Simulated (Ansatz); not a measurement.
**C₅H₁₂ClIn: a ladder of functionals and wavefunction methods**

One table from this session's results is given with a row withheld; the runs are named, their logs left out.

The runs use Ansatz 0.2.0, Gaussian basis; functionals in def2-TZVPP, the program's frozen cores in correlated methods.

Plan: LDA (SPW92), PBE-D4, revPBE-D4, BLYP-D4, r2SCAN-D4, B97M-V, PBE0-D4, B3LYP-D4, r2SCANh-D4, r2SCAN0-D4, HSE06-D4, BHLYP-D4, CAM-B3LYP-D4, LC-ωPBE, ωB97X-V, ωB97M-V, B2PLYP, PBE-QIDH; CCSD(T)/def2-SVP; CCSD(T)/def2-TZVPP; MP2/def2-QZVPP; extrapolation to the limit; RPA on PBE.

## Structure used throughout

The geometry comes from an earlier relaxation with PBE0-D4 in a triple-zeta def2 set; it is a stationary point, not always the lowest conformer. In takes the def2 core potential; no spin-orbit term is included.

SMILES `C[CH2][In]([Cl])[CH](C)C`, 19 atoms, charge 0, spin multiplicity 1.

Atoms are counted from 1 here; the program's logs count them from 0.

Bond lengths: C1–C2 1.521 Å, C1–H8 1.093 Å, C1–H9 1.095 Å, C1–H10 1.092 Å, C2–In3 2.156 Å, C2–H11 1.095 Å, C2–H12 1.093 Å, In3–Cl4 2.384 Å, In3–C5 2.168 Å, C5–C6 1.521 Å, C5–C7 1.522 Å, C5–H13 1.096 Å, C6–H14 1.094 Å, C6–H15 1.097 Å, C6–H16 1.093 Å, C7–H17 1.092 Å, C7–H18 1.095 Å, C7–H19 1.097 Å. Angles: C2–C1–H8 111.8°, C2–C1–H9 111.1°, C2–C1–H10 111.7°, H8–C1–H9 107.3°, H8–C1–H10 106.8°, H9–C1–H10 107.8°, C1–C2–In3 113.7°, C1–C2–H11 111.1°, C1–C2–H12 111.8°, In3–C2–H11 105.7°, In3–C2–H12 107.8°, H11–C2–H12 106.3°, C2–In3–Cl4 109.1°, C2–In3–C5 142.6°, Cl4–In3–C5 108.3°, In3–C5–C6 113.1°, In3–C5–C7 110.4°, In3–C5–H13 103.0° and more.

As a file:

```
atom     x (Å)     y (Å)     z (Å)
  C1  -0.67444  -3.20654   1.12890
  C2  -1.30523  -1.94158   0.56663
 In3  -0.00494  -0.22321   0.63107
 Cl4   1.68096  -0.58213   2.27842
  C5   0.31014   1.73209  -0.25177
  C6  -0.58194   1.99522  -1.45588
  C7   1.78413   1.93977  -0.56896
  H8   0.18611  -3.52901   0.53807
  H9  -1.39169  -4.03378   1.13847
 H10  -0.31824  -3.06115   2.15043
 H11  -2.19762  -1.65967   1.13492
 H12  -1.63113  -2.07557  -0.46826
 H13   0.02928   2.41674   0.55714
 H14  -0.36362   1.31032  -2.28094
 H15  -0.42396   3.01144  -1.83844
 H16  -1.64511   1.89799  -1.22108
 H17   2.42141   1.75856   0.29887
 H18   2.12263   1.27836  -1.37269
 H19   1.96146   2.96785  -0.90851
```

The first run:

in.yaml

```yaml
crystal:
  periodic: [false, false, false]
  atoms:
    - {symbol: C, position_ang: [-0.674436, -3.206537, 1.128902]}
    - {symbol: C, position_ang: [-1.305229, -1.941585, 0.566632]}
    - {symbol: In, position_ang: [-0.004935, -0.223210, 0.631068]}
    - {symbol: Cl, position_ang: [1.680960, -0.582133, 2.278424]}
    - {symbol: C, position_ang: [0.310140, 1.732089, -0.251773]}
    - {symbol: C, position_ang: [-0.581944, 1.995224, -1.455879]}
    - {symbol: C, position_ang: [1.784130, 1.939768, -0.568960]}
    - {symbol: H, position_ang: [0.186110, -3.529007, 0.538075]}
    - {symbol: H, position_ang: [-1.391685, -4.033776, 1.138475]}
    - {symbol: H, position_ang: [-0.318238, -3.061154, 2.150433]}
    - {symbol: H, position_ang: [-2.197620, -1.659673, 1.134920]}
    - {symbol: H, position_ang: [-1.631129, -2.075567, -0.468262]}
    - {symbol: H, position_ang: [0.029278, 2.416737, 0.557142]}
    - {symbol: H, position_ang: [-0.363618, 1.310321, -2.280941]}
    - {symbol: H, position_ang: [-0.423957, 3.011440, -1.838436]}
    - {symbol: H, position_ang: [-1.645114, 1.897988, -1.221084]}
    - {symbol: H, position_ang: [2.421405, 1.758561, 0.298872]}
    - {symbol: H, position_ang: [2.122626, 1.278364, -1.372694]}
    - {symbol: H, position_ang: [1.961456, 2.967850, -0.908515]}
basis:
  gaussian: {orbitals: def2-TZVPP}
hamiltonian: {xc: lda}
output: {orbitals: {seedname: orbitals}}
```

Among the steps run: LDA; PBE-D4 (GGA); revPBE-D4 (GGA); BLYP-D4 (GGA); r2SCAN-D4 (meta-GGA); B97M-V (meta-GGA); PBE0-D4 (hybrid); B3LYP-D4 (hybrid); r2SCANh-D4 (hybrid); r2SCAN0-D4 (hybrid); HSE06-D4 (hybrid); BHLYP-D4 (hybrid); CAM-B3LYP-D4 (range-separated); LC-ωPBE (range-separated); ωB97X-V (range-separated); ωB97M-V (range-separated); B2PLYP (double hybrid); PBE-QIDH (double hybrid).

One table of the session follows, with a row left open; its other results are not shown here.

It belongs to the step «Orbital energies across the functionals». 

```
  functional  HOMO (eV)  LUMO (eV)  gap (eV)
 LDA (SPW92)      -5.95      -2.25      3.70
      PBE-D4      -5.80      -1.96      3.84
   revPBE-D4      -5.73      -1.82      3.92
     BLYP-D4      -5.66      -1.91      3.75
   r2SCAN-D4      -5.99      -1.73      4.27
      B97M-V      -6.05      -1.99      4.06
     PBE0-D4          ?          ?         ?
    B3LYP-D4      -6.69      -1.52      5.17
  r2SCANh-D4      -6.40      -1.48      4.92
  r2SCAN0-D4      -7.02      -1.11      5.91
    HSE06-D4      -6.50      -1.60      4.90
    BHLYP-D4      -7.88      -0.61      7.27
CAM-B3LYP-D4      -8.14      -0.46      7.69
     LC-ωPBE      -9.43       0.68     10.11
     ωB97X-V      -9.09       0.49      9.58
     ωB97M-V      -8.97       0.17      9.14
```

**Question.** Estimate the row for PBE0-D4.

As computed: HOMO (eV): -6.89; LUMO (eV): -1.24; gap (eV): 5.64. In the column «HOMO (eV)» it lies between r2SCAN0-D4 (-7.02) and B3LYP-D4 (-6.69).
